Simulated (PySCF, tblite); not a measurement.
# 1,2-dimethylindole (C10H11N): geometry, infrared bands and NMR shifts

Aim: predict the infrared bands and NMR shifts of 1,2-dimethylindole (C10H11N) (`Cc1cc2ccccc2n1C`).

Programs: tblite 0.8.0 and PySCF 2.14.0, with density-fitted response routines of our own. Each step states its level of theory. These are calculated values for one molecule in the gas phase, unless marked as measured. Atoms are numbered from 0 throughout.

### 1 The molecule as given

22 atoms, charge 0, multiplicity 1; geometry from: force field or distance geometry start.

Bonds of the start (Å): C0–C1 1.51, C1–C2 1.39, C2–C3 1.40, C3–C4 1.40, C4–C5 1.39, C5–C6 1.40, C6–C7 1.39, C7–C8 1.40, C8–N9 1.34, N9–C10 1.45, N9–C1 1.34, C8–C3 1.37, C0–H11 1.13, C0–H12 1.08, C0–H13 1.11, C2–H14 1.06, C4–H15 1.07, C5–H16 1.08, C6–H17 1.08, C7–H18 1.07, C10–H19 1.11, C10–H20 1.13, C10–H21 1.11.

### 2 Geometry optimisation with GFN2-xTB

The job: settings as JSON, then the geometry in Å.

```
{"job": {"kind": "relax", "xc": "GFN2-xTB", "basis": "xTB"}, "charge": 0, "multiplicity": 1}
C      2.991800    -0.579300    -0.247400
C      1.485900    -0.495200    -0.113000
C      0.632900    -1.574300     0.111400
C     -0.662600    -1.054100     0.172000
C     -1.901000    -1.661000     0.382800
C     -3.037700    -0.862900     0.396600
C     -2.911300     0.516900     0.225300
C     -1.675600     1.128700     0.037900
C     -0.548300     0.298800     0.014100
N      0.743900     0.614900    -0.151300
C      1.286800     1.940000    -0.364700
H      3.303700    -1.418200     0.438200
H      3.211100    -0.791800    -1.287000
H      3.484400     0.356500     0.088500
H      0.866700    -2.600800     0.204200
H     -2.034900    -2.713800     0.522200
H     -4.023400    -1.278100     0.551700
H     -3.841000     1.063800     0.259800
H     -1.638800     2.186700    -0.086500
H      0.428100     2.648900    -0.413600
H      1.906700     2.256000     0.525600
H      1.922100     2.037800    -1.267600
```

Run with:

```
> OMP_NUM_THREADS=1 python probes_run.py task.json out
```

One launch serves the whole session: the jobs run in the order shown.

**Question.** This job is followed by: GFN2-xTB harmonic vibrations, gas phase; GIAO PBE0/pcSseg-1 NMR shielding, non-relativistic, gas phase. Predict these results of the whole session: strongest single infrared mode (GFN2-xTB); zero-point energy (GFN2-xTB); 13C shifts against TMS (PBE0/pcSseg-1); 1H shifts against TMS (PBE0/pcSseg-1, means over atoms taken as alike); 15N shifts against NH3 (PBE0/pcSseg-1).

As calculated:

| quantity | value |
| --- | --- |
| strongest single infrared mode (GFN2-xTB) | 3080 cm⁻¹, 98 km/mol |
| zero-point energy (GFN2-xTB) | 113.3 kcal/mol |
| 13C shifts against TMS (PBE0/pcSseg-1) | 140.8, 139.7, 133.6, 125.2, 125.1, 124.2, 111.2, 106.3, 29.9, 15.4 ppm |
| 1H shifts against TMS (PBE0/pcSseg-1, means over atoms taken as alike) | 7.84, 7.42, 7.35, 7.34, 6.58, 3.77, 2.52 ppm |
| 15N shifts against NH3 (PBE0/pcSseg-1) | 150.2 ppm |

Over 72 steps the energy fell by 0.383 eV; of the close pairs, C3–C8 changed most, 1.367 to 1.418 Å. All 60 modes are real, so the xTB geometry is a minimum. The strongest single mode, at 3080 cm⁻¹, moves mainly H15 and H17. Unscaled tight-binding wavenumbers are off by several per cent, some by more. Its intensities can rank the bands wrongly. NICS(1)zz of -28 ppm above the planar ring from C1 marks a diatropic (aromatic) ring current. NICS(1)zz of -30 ppm above the planar ring from C3 marks a diatropic (aromatic) ring current.
